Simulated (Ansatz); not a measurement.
# AlIr: the cost of one run

Program: Ansatz 0.2.0. Level of theory: DFT LDA, frozen-core PAW, scalar-relativistic unless said. These are calculated values, not measurements.

1 further run of the same task is left out (set aside as unsound or not needed). Runs told in other sessions of the task aren't counted.

### 1 Starting point

Symmetry: Pm-3m, No. 221, cubic system. Conventional cell: a = 2.995 Å, b = 2.995 Å, c = 2.995 Å, α = 90.00°, β = 90.00°, γ = 90.00°. Around Al (site symmetry m-3m) lie 8 Ir at 2.59 Å. Around Ir (site symmetry m-3m) lie 8 Al at 2.59 Å.

Coordinates:

```cif
data_structure
_symmetry_space_group_name_H-M 'Pm-3m'
_symmetry_Int_Tables_number 221
_cell_length_a 2.9946
_cell_length_b 2.9946
_cell_length_c 2.9946
_cell_angle_alpha 90.000
_cell_angle_beta 90.000
_cell_angle_gamma 90.000
_cell_volume 26.85
loop_
_atom_site_label
_atom_site_type_symbol
_atom_site_symmetry_multiplicity
_atom_site_Wyckoff_symbol
_atom_site_fract_x
_atom_site_fract_y
_atom_site_fract_z
_atom_site_occupancy
Al1 Al 1 a 0.00000 0.00000 0.00000 1
Ir1 Ir 1 b 0.50000 0.50000 0.50000 1
```

Cartesian axes are those of the input's lattice vectors. The structure goes back to a database entry.

### 2 Cell and atoms relaxed, PAW

The input, input.yaml:

```yaml
crystal:
  lattice:
    - [2.99455485, 0.0, 0.0]
    - [0.0, 2.99455485, 0.0]
    - [0.0, 0.0, 2.99455485]
  atoms:
    - { symbol: Al, position: [0.0, 0.0, 0.0] }
    - { symbol: Ir, position: [0.5, 0.5, 0.5] }
kpoints:
  mp_grid: { grid: [14, 14, 14] }
scf:
  occupations: { method: fermi_dirac, width: 0.1 }
hamiltonian:
  xc: lda
  pseudopotentials: { kind: paw }
relax:
  f_tol: 0.002
  max_steps: 80
  cell: {}
output:
  forces: true
  stress: true
  write_density: true
  write_potential: true
  elf: true
  volumetric_format: npy
```

Launch:

```console
$ ansatz run input.yaml --threads 1 --pin off --max-ram 2560MiB --backend cpu --events-out ev --progress --plain --runs-dir out
```

What time and memory should one allow on 1 thread of Intel Xeon Platinum 8259CL at 2.50GHz (Skylake/Cascade Lake), shared host?

About 16 s, with a peak of 0.41 GiB.
